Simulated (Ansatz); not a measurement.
# ClH5OSiZn: the cost of one run

Method: RKS PBE-D4/def2-SVP, in Ansatz 0.2.0.

## (1) The starting structure

Bond lengths: Zn1–Si2 2.723 Å, Zn1–Cl3 2.171 Å, Zn1–O5 2.200 Å, Si2–H6 1.461 Å, Si2–H7 1.475 Å, Si2–H8 1.467 Å, O5–H9 0.960 Å. Angles: Zn1–Si2–H6 105.2°, Zn1–Si2–H7 122.6°, Zn1–Si2–H8 112.8°, H6–Si2–H7 103.5°, H6–Si2–H8 105.9°, H7–Si2–H8 105.4°, Si2–Zn1–Cl3 174.1°, Si2–Zn1–O5 75.3°, Cl3–Zn1–O5 108.0°, Zn1–O5–H9 165.3°.

Structure file:

```xyz
9

Zn   -1.2332   -0.3525   -1.0173
Si    0.9202   -0.9608    0.5341
Cl   -3.0667   -0.0144   -2.1304
H     0.2914    0.7906    0.2867
O    -0.5483    1.5845   -0.2316
H     1.3353   -2.2951    0.1072
H     2.1726   -0.1818    0.4965
H     0.5800   -1.0822    1.9555
H    -0.4514    2.5116   -0.0007
```

## (2) A restrained relaxation towards end A

Springs on the bonds that form and break draw the guess towards this end; the thresholds are loose.

Input file input.yaml:

```yaml
crystal:
  periodic: [false, false, false]
  atoms:
    - { symbol: Zn, position_ang: [-1.2332, -0.3525, -1.0173] }
    - { symbol: Si, position_ang: [0.9202, -0.9608, 0.5341] }
    - { symbol: Cl, position_ang: [-3.0667, -0.0144, -2.1304] }
    - { symbol: H, position_ang: [0.2914, 0.7906, 0.2867] }
    - { symbol: O, position_ang: [-0.5483, 1.5845, -0.2316] }
    - { symbol: H, position_ang: [1.3353, -2.2951, 0.1072] }
    - { symbol: H, position_ang: [2.1726, -0.1818, 0.4965] }
    - { symbol: H, position_ang: [0.58, -1.0822, 1.9555] }
    - { symbol: H, position_ang: [-0.4514, 2.5116, -0.0007] }
basis:
  gaussian: { orbitals: def2-SVP }
hamiltonian:
  xc: pbe
  dispersion: d4
relax:
  f_tol: 0.15
  max_steps: 25
  restrain:
    - { distance: [0, 4], at: 3.18, k: 30.0 }
    - { distance: [3, 1], at: 2.72, k: 30.0 }
    - { distance: [0, 1], at: 2.33, k: 30.0 }
    - { distance: [3, 4], at: 0.97, k: 30.0 }
```

Run with:

```bash
$ ansatz run input.yaml --threads 2 --pin off --max-ram 3072MiB --backend cpu --events-out ev --progress --plain --runs-dir out
```

What time and memory should one allow on 2 threads of Arm Neoverse V2, shared host?

About 20 s, with a peak of 0.16 GiB.
